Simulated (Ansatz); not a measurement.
# SnSe5: the cost of one run

Method: DFT PBE, scalar-relativistic, plane waves, PAW, in Ansatz 0.2.0.

1 further run of the same task is left out (it didn't finish). Runs told in other sessions of the task aren't counted.

**1. Starting point**

Symmetry: F-43m, No. 216, cubic system. Conventional cell: a = 8.192 Å, b = 8.192 Å, c = 8.192 Å, α = 90.00°, β = 90.00°, γ = 90.00°. Sn (site symmetry -43m) is surrounded by 16 Se at 3.40 to 3.55 Å. Se (site symmetry 3m) is surrounded by 9 Se at 2.84 to 3.39 Å and 3 Sn at 3.40 Å. Se (site symmetry -43m) is surrounded by 12 Se at 3.39 Å and 4 Sn at 3.55 Å.

Structure file:

```cif
data_structure
_symmetry_space_group_name_H-M 'P 1'
_symmetry_Int_Tables_number 1
_cell_length_a 5.7923
_cell_length_b 5.7923
_cell_length_c 5.7923
_cell_angle_alpha 60.000
_cell_angle_beta 60.000
_cell_angle_gamma 60.000
_cell_volume 137.42
loop_
_atom_site_label
_atom_site_type_symbol
_atom_site_fract_x
_atom_site_fract_y
_atom_site_fract_z
_atom_site_occupancy
Sn1 Sn 0.00000 0.00000 0.00000 1
Se1 Se 0.62258 0.62258 0.62258 1
Se2 Se 0.13225 0.62258 0.62258 1
Se3 Se 0.62258 0.62258 0.13225 1
Se4 Se 0.62258 0.13225 0.62258 1
Se5 Se 0.25000 0.25000 0.25000 1
```

It is the end of an earlier relaxation with the same method, from a database cell with other species swapped in; it is a trial structure. At a tolerance of 0.05 Å it has space group F-43m (No. 216); it has 22.90 Å³/atom, an uncorrected energy of +0.51 eV/atom over the elements.

**2. Electronic structure at the relaxed geometry**

The input, input.yaml:

```yaml
crystal:
  lattice:
    - [0.0, 4.0958007312, 4.0958007312]
    - [4.0958007312, 0.0, 4.0958007312]
    - [4.0958007312, 4.0958007312, 0.0]
  atoms:
    - { symbol: Sn, position: [0.0, 0.0, 0.0] }
    - { symbol: Se, position: [0.6225831208, 0.6225831208, 0.6225831208] }
    - { symbol: Se, position: [0.1322506376, 0.6225831208, 0.6225831208] }
    - { symbol: Se, position: [0.6225831208, 0.6225831208, 0.1322506376] }
    - { symbol: Se, position: [0.6225831208, 0.1322506376, 0.6225831208] }
    - { symbol: Se, position: [0.25, 0.25, 0.25] }
basis:
  ecutwfc: 420
kpoints:
  mp_grid: { grid: [8, 8, 8] }
  band_path:
    path:
      - [[0.0, 0.0, 0.0], [-0.5, -0.5, 0.0], [-0.375, -0.375, 0.25]]
      - [[-0.375, 0.0, 0.375], [0.0, 0.0, 0.0], [0.0, 0.0, 0.5], [-0.5, -0.25, 0.25], [-0.5, -0.5, 0.0]]
    npoints: 14
hamiltonian:
  xc: pbe
scf:
  occupations: { method: gaussian, width: 0.1 }
  n_extra_bands: 15
output:
  forces: true
  stress: true
  eigenvalues: true
  populations: true
  dos: { projected: true, de: 0.02, nscf_kmesh: { grid: [10, 10, 10] } }
  bader: true
  write_density: true
  write_potential: true
  elf: true
  volumetric_format: npy
```

Command:

```sh
$ ansatz run input.yaml --threads 1 --pin off --max-ram 2560MiB --backend cpu --events-out ev --progress --plain --runs-dir out
```

What time and memory should one allow on 1 thread of Intel Xeon Platinum 8488C (Sapphire Rapids), shared host?

About 82 s, with a peak of 0.71 GiB.
